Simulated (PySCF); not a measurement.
**A gas-phase reaction: GeH4O + FH → FGeH3 + H2O**

What reaction energy should one expect for `[OH][GeH3]` + `F` → `[F][GeH3]` + `O`?

Computed with PySCF 2.14.0; each step states its level. No surroundings beyond the atoms listed, unless a continuum is named. Atoms count from 0, parts from 1.

## 1. Starting point

Each species was relaxed by itself at PBE0-D3(BJ)/def2-SVPD.

## 2. Energies of the species: wB97M-D3(BJ)/def2-TZVPD

What the job is given:

```
{"job": {"kind": "react", "xc": "wB97M-D3(BJ)", "basis": "def2-TZVPD"}, "charge": 0, "multiplicity": 1}
-1 GeH4O charge 0 multiplicity 1
Ge    -0.366630     0.026820    -0.018860
O      1.345600     0.555410    -0.113960
H     -1.161340     1.279880    -0.394890
H     -0.684950    -0.440330     1.413880
H     -0.610320    -1.121680    -1.015870
H      1.981110    -0.133460     0.097720

-1 FH charge 0 multiplicity 1
F      0.459910     0.012860     0.002290
H     -0.459910    -0.012860    -0.002290

+1 FGeH3 charge 0 multiplicity 1
Ge    -0.077020     0.031050    -0.042990
F      1.648790    -0.255680     0.162340
H     -0.560820    -1.021640    -1.047190
H     -0.201230     1.463220    -0.575610
H     -0.700110    -0.143190     1.347000

+1 H2O charge 0 multiplicity 1
O     -0.003190     0.389310    -0.007890
H      0.764480    -0.188350     0.004730
H     -0.761260    -0.200920     0.003140
```

Method: wB97M-D3(BJ)/def2-TZVPD reaction energy of separated species, gas phase.

The run is started by

```sh
$ OMP_NUM_THREADS=1 python cluster_run.py task.json out
```

The driver reads the jobs from task.json and runs them one after another.

What it wrote:

```text
species 1 (GeH4O)
coarse grid: 22488 points
cycle   1  E = -2154.5902050546  dE = -6.616e-01  |g| = 8.995e-01  |ddm| = 1.847e+00
cycle   2  E = -2154.5370183064  dE =  5.319e-02  |g| = 1.105e+00  |ddm| = 1.025e+00
cycle   3  E = -2154.7043387103  dE = -1.673e-01  |g| = 6.727e-02  |ddm| = 5.246e-01
cycle   4  E = -2154.7049107152  dE = -5.720e-04  |g| = 3.557e-02  |ddm| = 5.467e-02
cycle   5  E = -2154.7050621381  dE = -1.514e-04  |g| = 3.595e-03  |ddm| = 2.038e-02
cycle   6  E = -2154.7050663337  dE = -4.196e-06  |g| = 5.664e-04  |ddm| = 5.925e-03
final grid: 45736 points
cycle   7  E = -2154.7049722069  dE = -1.759e-07  |g| = 3.468e-04  |ddm| = 1.552e-03
cycle   8  E = -2154.7049722160  dE = -9.069e-09  |g| = 3.690e-04  |ddm| = 4.999e-04
cycle   9  E = -2154.7049722373  dE = -2.131e-08  |g| = 4.134e-05  |ddm| = 1.650e-04
cycle  10  E = -2154.7049722381  dE = -7.767e-10  |g| = 2.290e-05  |ddm| = 7.734e-05
converged SCF energy = -2154.7049722381

species 2 (FH)
coarse grid: 7776 points
cycle   1  E = -100.4688145136  dE = -9.408e-02  |g| = 4.644e-01  |ddm| = 6.197e-01
cycle   2  E = -100.4724955632  dE = -3.681e-03  |g| = 5.038e-01  |ddm| = 3.808e-01
cycle   3  E = -100.5053089942  dE = -3.281e-02  |g| = 2.574e-02  |ddm| = 1.678e-01
cycle   4  E = -100.5053849725  dE = -7.598e-05  |g| = 5.007e-03  |ddm| = 1.077e-02
cycle   5  E = -100.5053896137  dE = -4.641e-06  |g| = 4.334e-04  |ddm| = 3.766e-03
final grid: 16976 points
cycle   6  E = -100.5053937935  dE = -6.399e-08  |g| = 1.072e-04  |ddm| = 8.223e-04
cycle   7  E = -100.5053937970  dE = -3.441e-09  |g| = 8.296e-05  |ddm| = 2.186e-04
cycle   8  E = -100.5053937979  dE = -8.988e-10  |g| = 2.028e-05  |ddm| = 3.758e-05
converged SCF energy = -100.5053937979

species 3 (FGeH3)
coarse grid: 20136 points
cycle   1  E = -2178.6603929111  dE = -7.367e-01  |g| = 8.293e-01  |ddm| = 1.656e+00
cycle   2  E = -2178.6237339456  dE =  3.666e-02  |g| = 1.052e+00  |ddm| = 9.146e-01
cycle   3  E = -2178.7486880493  dE = -1.250e-01  |g| = 6.935e-02  |ddm| = 4.545e-01
cycle   4  E = -2178.7491476939  dE = -4.596e-04  |g| = 3.016e-02  |ddm| = 4.757e-02
cycle   5  E = -2178.7492621881  dE = -1.145e-04  |g| = 2.951e-03  |ddm| = 1.809e-02
cycle   6  E = -2178.7492650930  dE = -2.905e-06  |g| = 5.721e-04  |ddm| = 5.696e-03
final grid: 40760 points
cycle   7  E = -2178.7491745037  dE = -1.237e-07  |g| = 5.567e-04  |ddm| = 1.611e-03
cycle   8  E = -2178.7491744936  dE =  1.012e-08  |g| = 6.645e-04  |ddm| = 5.214e-04
cycle   9  E = -2178.7491745520  dE = -5.841e-08  |g| = 2.831e-05  |ddm| = 2.564e-04
cycle  10  E = -2178.7491745524  dE = -3.974e-10  |g| = 1.909e-05  |ddm| = 5.488e-05
converged SCF energy = -2178.7491745524

species 4 (H2O)
coarse grid: 10128 points
cycle   1  E = -76.4117499494  dE = -7.453e-02  |g| = 5.872e-01  |ddm| = 8.994e-01
cycle   2  E = -76.4087428660  dE =  3.007e-03  |g| = 6.461e-01  |ddm| = 5.038e-01
cycle   3  E = -76.4759335622  dE = -6.719e-02  |g| = 2.731e-02  |ddm| = 2.374e-01
cycle   4  E = -76.4760587654  dE = -1.252e-04  |g| = 5.497e-03  |ddm| = 1.609e-02
cycle   5  E = -76.4760674422  dE = -8.677e-06  |g| = 8.214e-04  |ddm| = 5.831e-03
final grid: 21952 points
cycle   6  E = -76.4760630178  dE = -1.975e-07  |g| = 5.843e-04  |ddm| = 1.373e-03
cycle   7  E = -76.4760630246  dE = -6.841e-09  |g| = 6.466e-04  |ddm| = 6.469e-04
cycle   8  E = -76.4760630882  dE = -6.364e-08  |g| = 3.199e-05  |ddm| = 2.236e-04
cycle   9  E = -76.4760630891  dE = -8.231e-10  |g| = 4.134e-06  |ddm| = 1.105e-04
converged SCF energy = -76.4760630891

Reaction energy = -9.037 kcal/mol
```

It took 14 s on 1 thread of Arm Neoverse N1, shared host; peak memory 0.5 GiB.

Species by species (with the dispersion term, which the log's SCF energies lack):

```
 ν     species  energy (Eh)  HOMO (eV)
-1  [OH][GeH3]  -2154.70857     -10.90
-1           F   -100.50563     -14.54
+1   [F][GeH3]  -2178.75179     -12.11
+1           O    -76.47682     -11.72
```

## 3. Energies of the species: PBE0-D3(BJ)/def2-TZVPD

Settings changed since step 2:

```diff
@@ -1,2 +1,2 @@
-{"job": {"kind": "react", "xc": "wB97M-D3(BJ)", "basis": "def2-TZVPD"}, "charge": 0, "multiplicity": 1}
+{"job": {"kind": "react", "xc": "PBE0", "basis": "def2-TZVPD", "disp": "d3bj"}, "charge": 0, "multiplicity": 1}
 -1 GeH4O charge 0 multiplicity 1
```

Method: PBE0-D3(BJ)/def2-TZVPD reaction energy of separated species, gas phase.

What it wrote:

```text
species 1 (GeH4O)
coarse grid: 22488 points
cycle   1  E = -2154.1995337663  dE = -5.690e-01  |g| = 9.745e-01  |ddm| = 1.831e+00
cycle   2  E = -2153.8646712365  dE =  3.349e-01  |g| = 1.657e+00  |ddm| = 1.304e+00
cycle   3  E = -2154.3210383240  dE = -4.564e-01  |g| = 2.080e-01  |ddm| = 8.752e-01
cycle   4  E = -2154.3275773516  dE = -6.539e-03  |g| = 4.912e-02  |ddm| = 1.349e-01
cycle   5  E = -2154.3277851198  dE = -2.078e-04  |g| = 6.958e-03  |ddm| = 2.819e-02
cycle   6  E = -2154.3277959489  dE = -1.083e-05  |g| = 1.358e-03  |ddm| = 5.738e-03
cycle   7  E = -2154.3277963334  dE = -3.845e-07  |g| = 1.786e-04  |ddm| = 1.086e-03
final grid: 45736 points
cycle   8  E = -2154.3277737697  dE = -1.521e-08  |g| = 1.991e-04  |ddm| = 1.239e-03
cycle   9  E = -2154.3277737628  dE =  6.954e-09  |g| = 2.980e-04  |ddm| = 2.831e-04
cycle  10  E = -2154.3277737769  dE = -1.418e-08  |g| = 3.797e-05  |ddm| = 1.564e-04
cycle  11  E = -2154.3277737772  dE = -2.315e-10  |g| = 9.580e-06  |ddm| = 2.625e-05
converged SCF energy = -2154.3277737772

species 2 (FH)
coarse grid: 1712 points
cycle   1  E = -100.3541433851  dE = -3.605e-02  |g| = 4.958e-01  |ddm| = 6.253e-01
cycle   2  E = -100.3146243857  dE =  3.952e-02  |g| = 7.430e-01  |ddm| = 5.125e-01
cycle   3  E = -100.3938678161  dE = -7.924e-02  |g| = 2.284e-02  |ddm| = 2.892e-01
cycle   4  E = -100.3939433730  dE = -7.556e-05  |g| = 4.205e-03  |ddm| = 9.787e-03
cycle   5  E = -100.3939453570  dE = -1.984e-06  |g| = 3.557e-04  |ddm| = 1.247e-03
final grid: 16976 points
cycle   6  E = -100.3948398569  dE = -1.860e-05  |g| = 4.005e-03  |ddm| = 7.548e-03
cycle   7  E = -100.3948379235  dE =  1.933e-06  |g| = 5.509e-03  |ddm| = 3.359e-03
cycle   8  E = -100.3948420291  dE = -4.106e-06  |g| = 9.877e-05  |ddm| = 2.017e-03
cycle   9  E = -100.3948420304  dE = -1.266e-09  |g| = 1.772e-05  |ddm| = 3.906e-05
cycle  10  E = -100.3948420304  dE = -4.708e-11  |g| = 3.063e-06  |ddm| = 1.023e-05
converged SCF energy = -100.3948420304

species 3 (FGeH3)
coarse grid: 20136 points
cycle   1  E = -2178.2679675171  dE = -6.525e-01  |g| = 8.678e-01  |ddm| = 1.645e+00
cycle   2  E = -2178.0734990572  dE =  1.945e-01  |g| = 1.460e+00  |ddm| = 1.127e+00
cycle   3  E = -2178.3515878376  dE = -2.781e-01  |g| = 1.848e-01  |ddm| = 7.221e-01
cycle   4  E = -2178.3555722955  dE = -3.984e-03  |g| = 2.719e-02  |ddm| = 1.032e-01
cycle   5  E = -2178.3556451027  dE = -7.281e-05  |g| = 3.279e-03  |ddm| = 1.340e-02
cycle   6  E = -2178.3556470581  dE = -1.955e-06  |g| = 2.410e-04  |ddm| = 1.997e-03
final grid: 40760 points
cycle   7  E = -2178.3556393033  dE = -4.248e-08  |g| = 2.356e-04  |ddm| = 7.178e-04
cycle   8  E = -2178.3556392929  dE =  1.038e-08  |g| = 3.583e-04  |ddm| = 2.639e-04
cycle   9  E = -2178.3556393118  dE = -1.894e-08  |g| = 3.188e-05  |ddm| = 1.607e-04
cycle  10  E = -2178.3556393120  dE = -1.755e-10  |g| = 4.936e-06  |ddm| = 2.228e-05
converged SCF energy = -2178.3556393120

species 4 (H2O)
coarse grid: 2328 points
cycle   1  E = -76.3044305662  dE = -5.299e-03  |g| = 6.571e-01  |ddm| = 9.011e-01
cycle   2  E = -76.1882104832  dE =  1.162e-01  |g| = 1.036e+00  |ddm| = 7.256e-01
cycle   3  E = -76.3820307735  dE = -1.938e-01  |g| = 3.132e-02  |ddm| = 4.396e-01
cycle   4  E = -76.3822130771  dE = -1.823e-04  |g| = 5.864e-03  |ddm| = 1.606e-02
cycle   5  E = -76.3822182162  dE = -5.139e-06  |g| = 7.850e-04  |ddm| = 2.507e-03
final grid: 21952 points
cycle   6  E = -76.3808944483  dE = -1.510e-05  |g| = 3.446e-03  |ddm| = 9.302e-03
cycle   7  E = -76.3808924850  dE =  1.963e-06  |g| = 4.750e-03  |ddm| = 3.318e-03
cycle   8  E = -76.3808961968  dE = -3.712e-06  |g| = 2.518e-04  |ddm| = 1.964e-03
cycle   9  E = -76.3808962074  dE = -1.062e-08  |g| = 2.398e-05  |ddm| = 1.101e-04
cycle  10  E = -76.3808962076  dE = -1.116e-10  |g| = 3.292e-06  |ddm| = 1.514e-05
converged SCF energy = -76.3808962076

Reaction energy = -8.473 kcal/mol
```

Wall time 7.7 s (1 thread of Arm Neoverse N1, shared host); peak memory 0.5 GiB.

Reaction energy at this level: -8.47 kcal/mol.

## 4. Energies of the species: MP2/def2-TZVPD

Settings changed since step 3:

```diff
@@ -1,2 +1,2 @@
-{"job": {"kind": "react", "xc": "PBE0", "basis": "def2-TZVPD", "disp": "d3bj"}, "charge": 0, "multiplicity": 1}
+{"job": {"kind": "react", "xc": "MP2", "basis": "def2-TZVPD"}, "charge": 0, "multiplicity": 1}
 -1 GeH4O charge 0 multiplicity 1
```

With the program's defaults for keys left out, this is: MP2/def2-TZVPD reaction energy of separated species, gas phase.

What it wrote:

```text
species 1 (GeH4O)
final grid: 45736 points
cycle   1  E = -2152.5333688452  dE = -7.951e-01  |g| = 6.170e-01  |ddm| = 1.824e+00
cycle   2  E = -2152.5765509053  dE = -4.318e-02  |g| = 4.549e-01  |ddm| = 5.614e-01
cycle   3  E = -2152.6048288218  dE = -2.828e-02  |g| = 3.626e-02  |ddm| = 2.290e-01
cycle   4  E = -2152.6053442688  dE = -5.154e-04  |g| = 8.667e-03  |ddm| = 4.863e-02
cycle   5  E = -2152.6053673444  dE = -2.308e-05  |g| = 3.512e-03  |ddm| = 1.171e-02
cycle   6  E = -2152.6053693496  dE = -2.005e-06  |g| = 6.876e-04  |ddm| = 3.388e-03
cycle   7  E = -2152.6053695414  dE = -1.918e-07  |g| = 1.562e-04  |ddm| = 1.480e-03
cycle   8  E = -2152.6053695583  dE = -1.693e-08  |g| = 3.691e-05  |ddm| = 3.110e-04
cycle   9  E = -2152.6053695592  dE = -8.827e-10  |g| = 6.824e-06  |ddm| = 6.975e-05
converged SCF energy = -2152.6053695592

species 2 (FH)
final grid: 16976 points
cycle   1  E = -100.0371197853  dE = -1.649e-01  |g| = 4.007e-01  |ddm| = 6.032e-01
cycle   2  E = -100.0578875329  dE = -2.077e-02  |g| = 2.336e-01  |ddm| = 2.533e-01
cycle   3  E = -100.0646339787  dE = -6.746e-03  |g| = 2.356e-02  |ddm| = 8.091e-02
cycle   4  E = -100.0647514090  dE = -1.174e-04  |g| = 6.199e-03  |ddm| = 1.253e-02
cycle   5  E = -100.0647671213  dE = -1.571e-05  |g| = 1.459e-03  |ddm| = 5.122e-03
cycle   6  E = -100.0647683943  dE = -1.273e-06  |g| = 2.290e-04  |ddm| = 1.848e-03
cycle   7  E = -100.0647684287  dE = -3.438e-08  |g| = 1.958e-05  |ddm| = 4.211e-04
cycle   8  E = -100.0647684289  dE = -1.852e-10  |g| = 2.360e-06  |ddm| = 2.495e-05
converged SCF energy = -100.0647684289

species 3 (FGeH3)
final grid: 40760 points
cycle   1  E = -2176.5571654660  dE = -8.752e-01  |g| = 6.103e-01  |ddm| = 1.635e+00
cycle   2  E = -2176.6000293039  dE = -4.286e-02  |g| = 4.674e-01  |ddm| = 5.169e-01
cycle   3  E = -2176.6247873618  dE = -2.476e-02  |g| = 3.167e-02  |ddm| = 2.114e-01
cycle   4  E = -2176.6252577353  dE = -4.704e-04  |g| = 8.187e-03  |ddm| = 5.110e-02
cycle   5  E = -2176.6252781181  dE = -2.038e-05  |g| = 3.113e-03  |ddm| = 1.258e-02
cycle   6  E = -2176.6252796770  dE = -1.559e-06  |g| = 7.480e-04  |ddm| = 3.008e-03
cycle   7  E = -2176.6252799242  dE = -2.472e-07  |g| = 2.205e-04  |ddm| = 1.432e-03
cycle   8  E = -2176.6252799560  dE = -3.179e-08  |g| = 4.662e-05  |ddm| = 3.859e-04
cycle   9  E = -2176.6252799572  dE = -1.251e-09  |g| = 5.936e-06  |ddm| = 1.079e-04
cycle  10  E = -2176.6252799573  dE = -2.956e-11  |g| = 9.148e-07  |ddm| = 1.583e-05
converged SCF energy = -2176.6252799573

species 4 (H2O)
final grid: 21952 points
cycle   1  E = -76.0248947173  dE = -1.467e-01  |g| = 4.364e-01  |ddm| = 8.776e-01
cycle   2  E = -76.0503808178  dE = -2.549e-02  |g| = 2.594e-01  |ddm| = 2.972e-01
cycle   3  E = -76.0608898148  dE = -1.051e-02  |g| = 2.594e-02  |ddm| = 1.025e-01
cycle   4  E = -76.0610471732  dE = -1.574e-04  |g| = 5.694e-03  |ddm| = 1.523e-02
cycle   5  E = -76.0610615408  dE = -1.437e-05  |g| = 1.176e-03  |ddm| = 5.302e-03
cycle   6  E = -76.0610624305  dE = -8.897e-07  |g| = 2.235e-04  |ddm| = 1.658e-03
cycle   7  E = -76.0610624672  dE = -3.670e-08  |g| = 3.304e-05  |ddm| = 3.733e-04
cycle   8  E = -76.0610624679  dE = -6.656e-10  |g| = 4.159e-06  |ddm| = 3.886e-05
converged SCF energy = -76.0610624679

Reaction energy = -7.611 kcal/mol
```

Run time: 3.7 s. Hardware: 1 thread of Arm Neoverse N1, shared host; peak memory 0.53 GiB.

Reaction energy at this level: -7.61 kcal/mol.

## 5. Side by side

Energies in kcal/mol, with wall time:

```
                    run  reaction   time
wB97M-D3(BJ)/def2-TZVPD     -9.04   14 s
 PBE0-D3(BJ)/def2-TZVPD     -8.47  7.7 s
         MP2/def2-TZVPD     -7.61  3.7 s
```

## 6. Results

| quantity | value |
| --- | --- |
| reaction energy (wB97M-D3(BJ)/def2-TZVPD) | -9.04 kcal/mol |
| ΔH, ΔG at 298 K (xTB thermal terms) | -8.7, -8.7 kcal/mol |
| range of the reaction energy over the runs of this table | -9.04 to -7.61 kcal/mol |

In words: The reaction is exothermic by 8.7 kcal/mol in the gas phase; dispersion gives +0.29, and xTB itself gave -16.42 for the electronic energy (xTB energies and thermal terms come from the earlier relaxation of each species, not shown). No barrier was sought. The reaction energy runs from -9.04 (wB97M-D3(BJ)/def2-TZVPD) to -7.61 kcal/mol (MP2/def2-TZVPD).
